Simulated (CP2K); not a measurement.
SiF under changes of volume

One of the cells (13.890 Å³/atom); the others are scaled copies at fixed shape and fractional positions:

```xyz
2
Lattice="3.0286 0.0000 0.0000 0.0000 3.0286 0.0000 0.0000 0.0000 3.0286" Properties=species:S:1:pos:R:3 pbc="T T T"
Si    1.5143    1.5143    1.5143
F     0.0000    0.0000    0.0000
```

The cell was built by a generator and needn't be a form met in nature.

```yaml
Program: CP2K 2026.2
Functional: PBEsol
Potentials_or_basis: POTENTIAL_UZH Si GTH-PBE-q4, F GTH-PBE-q7; TZVP-MOLOPT-PBE-GTH basis
Density_cutoff: 10204 eV
k_mesh: 9 × 9 × 9
Occupations: fermi-dirac, width 0.05 eV
Spin: no spin polarisation
```

```tsv
volume (Å³/atom)	energy over the lowest point (meV/atom)	pressure (GPa)
13.056	1.80	2.0
13.334	0.00	0.1
13.612	1.33	-1.5
13.890	5.44	-3.0
14.168	12.03	-4.4
14.445	20.80	-5.6
14.723	?	?
```

Problem. What does the run at 14.723 Å³/atom give?

Solution. Energy over the lowest point 31.52 meV/atom; pressure -6.6 GPa.

Worked out: A Birch-Murnaghan fit of order 3 (a polynomial in V^(-2/3)) to the other rows has its minimum at 13.35 Å³/atom with B0 = V·E''(V) = 86 GPa and B' = 4.5. It gives 31.57 meV/atom at 14.723 Å³/atom, against the run's 31.52, and -dE/dV = -6.7 GPa, against -6.6.

Energies are extrapolated to zero smearing.

Caveats: the potentials were made for another functional, which shifts forces and pressure; the basis of atomic orbitals isn't converged, which shifts pressures, moduli and gaps; an odd number of electrons without spin polarisation forces a metal; a magnetic or distorted state may lie lower.
